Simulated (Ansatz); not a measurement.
# CH₃Cl with SbH₃: superposition error and deformation, part 3 of 3

Ansatz 0.2.0, Gaussian basis.

### 25 B97M-V/def2-TZVPPD

The inputs:

free-a/in.yaml

```yaml
crystal:
  periodic: [false, false, false]
  atoms:
    - {symbol: C, position_ang: [0.056364, 0.295384, -1.780802]}
    - {symbol: Cl, position_ang: [-1.101420, -0.989855, -1.392359]}
    - {symbol: H, position_ang: [0.513082, 0.642803, -0.856991]}
    - {symbol: H, position_ang: [-0.477298, 1.108893, -2.266733]}
    - {symbol: H, position_ang: [0.814506, -0.109359, -2.447228]}
basis:
  gaussian: {orbitals: "def2-TZVPPD.json"}
hamiltonian: {xc: {name: B97M-V}}
```

free-b/in.yaml

```yaml
crystal:
  periodic: [false, false, false]
  atoms:
    - {symbol: Sb, position_ang: [-0.441930, -0.761400, 2.252485]}
    - {symbol: H, position_ang: [-0.759445, 0.771889, 1.572154]}
    - {symbol: H, position_ang: [1.004174, -0.905510, 1.356574]}
    - {symbol: H, position_ang: [0.392067, -0.052946, 3.562901]}
basis:
  gaussian: {orbitals: "def2-TZVPPD.json"}
hamiltonian: {xc: {name: B97M-V}}
```

Each run has its own folder and the same command.

Started as:

```sh
ansatz run in.yaml --threads 4 --pin off --events-out ev --progress --plain --max-ram 9574MiB
```

Log of free-a, shortened:

```text
Functional definition: B97M-V
  name "B97M-V"
  cite "Mardirossian & Head-Gordon, J. Chem. Phys. 142, 074111 (2015) doi:10.1063/1.4907719"
  cite "Becke, J. Chem. Phys. 107, 8554 (1997) doi:10.1063/1.475007"
  cite "Vydrov & Van Voorhis, J. Chem. Phys. 133, 244103 (2010) doi:10.1063/1.3521275"
  # Of w^i u^j: cxij and so on, Table III.
[...]
  gx(w, u) = cx00 + cx01*u + cx02*u^2 + (cx10 + cx11*u)*w
[...]
  gos(w, u) = cos00 + cos01*u + cos03*u^3 + cos10*w + cos32*w^3*u^2
[...]
      + integral(e_c_pw_mod_opposite_spin*gos(b97_w_opposite, b97_u_opposite)) + vv10(b, c)
675 factors; their error is unknown
[...]
mean field -13606.20222766 eV, -500.0187092515 hartree, gradient 5.8e-5 eV, S^2 0.000000; 0 other end points of the search recorded, 0 dependent functions left out
reference -13606.20229829 eV, -500.0187118468 hartree; 13, 13 occupied and 126, 126 virtual orbitals, 675 factors
Total energy: -13606.20229829 eV, -500.0187118468 hartree
```

free-b printed, shortened:

```text
[... 5 set-up lines as earlier in the session ...]
  # Of w^i u^j: cxij and so on, Table III.
[...]
  gx(w, u) = cx00 + cx01*u + cx02*u^2 + (cx10 + cx11*u)*w
[...]
  gos(w, u) = cos00 + cos01*u + cos03*u^3 + cos10*w + cos32*w^3*u^2
[...]
      + integral(e_c_pw_mod_opposite_spin*gos(b97_w_opposite, b97_u_opposite)) + vv10(b, c)
590 factors; their error is unknown
[...]
mean field -6585.99685012 eV, -242.0309200931 hartree, gradient 2.8e-5 eV, S^2 0.000000; 0 other end points of the search recorded, 0 dependent functions left out
reference -6585.99690291 eV, -242.0309220331 hartree; 13, 13 occupied and 94, 94 virtual orbitals, 590 factors
Total energy: -6585.99690291 eV, -242.0309220331 hartree
```

Wall times: 0.95 s (free-a), 0.75 s (free-b) on 4 threads of Intel Xeon 6975P-C, shared host.

### 26 HSE06-D4/def2-TZVPPD

The same edit goes into each in.yaml of step 25 (free-a, free-b):

```diff
-hamiltonian: {xc: {name: B97M-V}}
+hamiltonian: {xc: hse06, dispersion: d4}
```

One command serves all of them, each in its own folder.

Started as:

```sh
ansatz run in.yaml --threads 4 --pin off --events-out ev --progress --plain --max-ram 9574MiB
```

free-a printed, shortened:

```text
[... 6 set-up lines as earlier in the session ...]
[...]
685 factors; their error is unknown
66 factors; integrals over basis functions are off by at most 1.8e-5 eV
[...]
mean field -13603.69946255 eV, -499.9267343300 hartree, gradient 6.2e-5 eV, S^2 0.000000; 0 other end points of the search recorded, 0 dependent functions left out
reference -13603.69951038 eV, -499.9267360878 hartree; 13, 13 occupied and 126, 126 virtual orbitals, 685 factors
Total energy: -13603.73714368 eV, -499.9281190862 hartree
```

free-b printed, shortened:

```text
[... 6 set-up lines as earlier in the session ...]
[...]
660 factors; their error is unknown
59 factors; integrals over basis functions are off by at most 6.3e-6 eV
[...]
mean field -6585.91865384 eV, -242.0280464325 hartree, gradient 3.3e-5 eV, S^2 0.000000; 0 other end points of the search recorded, 0 dependent functions left out
reference -6585.91868938 eV, -242.0280477386 hartree; 13, 13 occupied and 94, 94 virtual orbitals, 660 factors
Total energy: -6585.95052023 eV, -242.0292175010 hartree
```

Wall times: 0.5 s (free-a), 0.35 s (free-b) on 4 threads of Intel Xeon 6975P-C, shared host.

### 27 CCSD(T)/def2-TZVPPD

Each input of step 26 (free-a, free-b) changes in the same lines:

```diff
-hamiltonian: {xc: hse06, dispersion: d4}
+correlation: {method: ccsd_t}
```

One command serves all of them, each in its own folder.

Started as:

```sh
ansatz run in.yaml --threads 4 --pin off --events-out ev --progress --plain --max-ram 9574MiB
```

free-a printed, shortened:

```text
[... 4 set-up lines as earlier in the session ...]
[...]
789 factors; integrals over basis functions are off by at most 9.9e-4 eV
[...]
mean field -13582.33982649 eV, -499.1417821830 hartree, gradient 2.8e-6 eV, S^2 0.000000; 0 other end points of the search recorded, 0 dependent functions left out
6 core orbitals not correlated: weight in the atoms' cores, before any rotation towards them, 1.000 or more for the frozen orbitals, at most 0.000 for the correlated occupied ones
reference -13582.33982649 eV, -499.1417821830 hartree; 7, 7 occupied and 126, 126 virtual orbitals, 789 factors
second order -10.21191864 eV of doubles, -0.00000000 eV of singles
cycle   1  -10.77191418 eV  change   -5.6e-1 eV  update   5.9e-2
[...]
cycle   8  -11.05436232 eV  change   -1.0e-5 eV  update   1.2e-5
perturbative correction -0.43162222 eV, -0.0158618241 hartree
Total energy: -13593.82581104 eV, -499.5638843296 hartree
```

Output in free-b, shortened:

```text
[... 4 set-up lines as earlier in the session ...]
[...]
766 factors; integrals over basis functions are off by at most 7.3e-4 eV
[...]
mean field -6557.41494917 eV, -240.9805546066 hartree, gradient 1.4e-6 eV, S^2 0.000000; 0 other end points of the search recorded, 0 dependent functions left out
4 core orbitals not correlated: weight in the atoms' cores, before any rotation towards them, 1.000 or more for the frozen orbitals, at most 0.000 for the correlated occupied ones
reference -6557.41494917 eV, -240.9805546066 hartree; 9, 9 occupied and 94, 94 virtual orbitals, 766 factors
second order -10.07356189 eV of doubles, -0.00000000 eV of singles
cycle   1  -10.02378447 eV  change    5.0e-2 eV  update   7.8e-2
[...]
cycle   9  -10.35725925 eV  change   -8.3e-7 eV  update   7.4e-6
perturbative correction -0.26849366 eV, -0.0098669601 hartree
Total energy: -6568.04070208 eV, -241.3710438236 hartree
```

Wall times: 1.4 s (free-a), 1.1 s (free-b) on 4 threads of Intel Xeon 6975P-C, shared host; peak memory 0.67 GiB.

### 28 The split

| method | interaction with counterpoise (kcal/mol) | without | superposition error | deformation | binding energy |
| --- | --- | --- | --- | --- | --- |
| PBE-D4 | -2.51 | -2.55 | 0.05 | -0.04 | -2.55 |
| revPBE-D4 | -2.33 | -2.38 | 0.05 | -0.05 | -2.39 |
| BLYP-D4 | -2.34 | -2.40 | 0.06 | -0.07 | -2.40 |
| r2SCAN-D4 | -2.01 | -2.06 | 0.05 | -0.01 | -2.02 |
| B97M-V | -2.43 | -2.48 | 0.05 | -0.01 | -2.44 |
| PBE0-D4 | -2.37 | -2.41 | 0.04 | 0.01 | -2.36 |
| B3LYP-D4 | -2.40 | -2.46 | 0.05 | -0.02 | -2.42 |
| HSE06-D4 | -2.35 | -2.39 | 0.04 | 0.01 | -2.34 |
| wB97X-V | -2.22 | -2.26 | 0.04 | 0.04 | -2.18 |
| wB97M-V | -2.31 | -2.37 | 0.06 | 0.03 | -2.28 |
| B2PLYP | -0.83 | -1.08 | 0.25 | 0.02 | -0.82 |
| Hartree-Fock | 0.57 | 0.52 | 0.04 | 0.06 | 0.63 |
| MP2 | -2.14 | -2.84 | 0.70 | 0.07 | -2.08 |
| CCSD | -1.36 | -2.01 | 0.65 | 0.04 | -1.32 |
| CCSD(T) | -1.73 | -2.44 | 0.71 | 0.03 | -1.70 |

### 29 Outcome

What follows sums up all 3 parts.

| quantity | value |
| --- | --- |
| interaction, CCSD(T) | -1.73 kcal/mol |
| superposition error | 0.71 kcal/mol |
| deformation | 0.03 kcal/mol |
| binding energy | -1.70 kcal/mol |

What this shows: In this basis the superposition error is 0.71 kcal/mol for CCSD(T) and 0.05 kcal/mol on average for the plain functionals: correlated methods borrow far more, since they need many more functions to converge. Deformation takes back 2 % of the interaction. The free shapes are PBE0-D4 minima, so other methods can show a small negative deformation energy.
